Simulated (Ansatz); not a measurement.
# CH₇GaN₂O: up Jacob's ladder to CCSD(T)

How much do the methods differ for CH₇GaN₂O? The plan is to run it at one geometry with functionals of several rungs and with coupled cluster. The yardstick is the atomisation energy at the CCSD(T) limit.

Program: Ansatz 0.2.0, Gaussian basis. Level of theory: functionals in def2-TZVPP, the program's frozen cores in correlated methods. These are calculated values, not measurements.

The runs, in order: LDA (SPW92), PBE-D4, revPBE-D4, BLYP-D4, r2SCAN-D4, B97M-V, PBE0-D4, B3LYP-D4, r2SCANh-D4, r2SCAN0-D4, HSE06-D4, BHLYP-D4, CAM-B3LYP-D4, LC-ωPBE, ωB97X-V, ωB97M-V, B2PLYP, PBE-QIDH; CCSD(T)/def2-SVP; CCSD(T)/def2-TZVPP; MP2/def2-QZVPP; extrapolation to the limit; RPA on PBE.

## (1) The relaxed structure

All runs share one geometry, relaxed beforehand with PBE0-D4 in a triple-zeta def2 set.

SMILES `N[CH2][Ga]([NH2])[OH]`, 12 atoms, charge 0, spin multiplicity 1.

Atoms are counted from 1 here; the program's logs count them from 0.

Bond lengths: N1–C2 1.461 Å, N1–H6 1.013 Å, N1–H7 1.013 Å, C2–Ga3 1.982 Å, C2–H8 1.094 Å, C2–H9 1.094 Å, Ga3–N4 1.819 Å, Ga3–O5 1.801 Å, N4–H10 1.006 Å, N4–H11 1.005 Å, O5–H12 0.958 Å. Angles: C2–N1–H6 110.2°, C2–N1–H7 110.2°, H6–N1–H7 105.1°, N1–C2–Ga3 115.4°, N1–C2–H8 108.9°, N1–C2–H9 108.9°, Ga3–C2–H8 109.1°, Ga3–C2–H9 109.1°, H8–C2–H9 104.8°, C2–Ga3–N4 130.7°, C2–Ga3–O5 113.0°, N4–Ga3–O5 116.3°, Ga3–N4–H10 124.5°, Ga3–N4–H11 123.8°, H10–N4–H11 111.7°, Ga3–O5–H12 115.1°.

## (2) LDA

This LDA is Slater exchange with PW92 correlation.

in.yaml

```yaml
crystal:
  periodic: [false, false, false]
  atoms:
    - {symbol: N, position_ang: [-1.862070, 0.921635, 0.983567]}
    - {symbol: C, position_ang: [-1.071985, -0.298749, 0.834100]}
    - {symbol: Ga, position_ang: [0.534489, -0.136134, -0.314841]}
    - {symbol: N, position_ang: [1.785443, -1.369960, -0.786906]}
    - {symbol: O, position_ang: [0.756117, 1.520939, -0.984616]}
    - {symbol: H, position_ang: [-1.287975, 1.667092, 1.358160]}
    - {symbol: H, position_ang: [-2.168223, 1.254055, 0.077286]}
    - {symbol: H, position_ang: [-0.769747, -0.648814, 1.825159]}
    - {symbol: H, position_ang: [-1.714996, -1.091407, 0.441337]}
    - {symbol: H, position_ang: [2.575997, -1.181159, -1.379104]}
    - {symbol: H, position_ang: [1.775205, -2.325236, -0.474249]}
    - {symbol: H, position_ang: [1.524743, 1.632637, -1.545893]}
basis:
  gaussian: {orbitals: def2-TZVPP}
hamiltonian: {xc: lda}
output: {orbitals: {seedname: orbitals}}
```

Run with:

```console
$ ansatz run in.yaml --threads 4 --pin off --events-out ev --progress --plain --max-ram 10444MiB
```

The runs that follow: PBE-D4 (GGA); revPBE-D4 (GGA); BLYP-D4 (GGA); r2SCAN-D4 (meta-GGA); B97M-V (meta-GGA); PBE0-D4 (hybrid); B3LYP-D4 (hybrid); r2SCANh-D4 (hybrid); r2SCAN0-D4 (hybrid); HSE06-D4 (hybrid); BHLYP-D4 (hybrid); CAM-B3LYP-D4 (range-separated); LC-ωPBE (range-separated); ωB97X-V (range-separated); ωB97M-V (range-separated); B2PLYP (double hybrid); PBE-QIDH (double hybrid); CCSD(T) in def2-SVP; CCSD(T) in def2-TZVPP; MP2 in def2-QZVPP; RPA on PBE orbitals.

Q: Predict the results of all the runs planned. Wanted: atomisation energy, CCSD(T)/CBS; farthest beyond LDA; mean size of error, GGA; mean size of error, meta-GGA; mean size of error, hybrid; mean size of error, range-separated; mean size of error, double hybrid; gap, smallest and largest; T1 diagnostic.

As calculated:

| quantity | value |
| --- | --- |
| atomisation energy, CCSD(T)/CBS | 4160.3 kJ/mol |
| functionals within 41.6 kJ/mol (1.0 %) | BLYP-D4, r2SCAN-D4, PBE0-D4, B3LYP-D4, HSE06-D4, CAM-B3LYP-D4, LC-ωPBE, ωB97X-V, ωB97M-V |
| farthest beyond LDA | BHLYP-D4 (-179.8 kJ/mol) |
| mean size of error, GGA | 43.8 kJ/mol |
| mean size of error, meta-GGA | 37.4 kJ/mol |
| mean size of error, hybrid | 75.9 kJ/mol |
| mean size of error, range-separated | 11.4 kJ/mol |
| mean size of error, double hybrid | 66.6 kJ/mol |
| gap, smallest and largest | 4.00 eV (BLYP-D4), 11.11 eV (LC-ωPBE) |
| T1 diagnostic | 0.0127 |
| triples share of the correlation energy | 3.8 % |

What this shows: The LDA atomisation energy is off by 637.5 kJ/mol (15 %): it overbinds. PBE-D4 is off by +69.4 kJ/mol. Double hybrids carry the basis error of their MP2 part in triple zeta, and no dispersion term here, so their miss is partly the set-up's. The rungs range-separated, meta-GGA miss on average by less than the doubt on the reference (41.6 kJ/mol), so they tie. Misses under about 41.6 kJ/mol are within the doubt on the reference itself, which lacks core-valence correlation, relativity and higher excitations, and its outer-core shells are covered unevenly. Hartree-Fock recovers 67 % of the binding; the rest is correlation. CCSD(T) in def2-SVP is off by -311.9 kJ/mol, which most functionals beat. Orbital gaps span 4.0 to 11.1 eV; exact exchange widens them. Correlated methods include outer-core shells of Ga, which these sets cover unevenly.
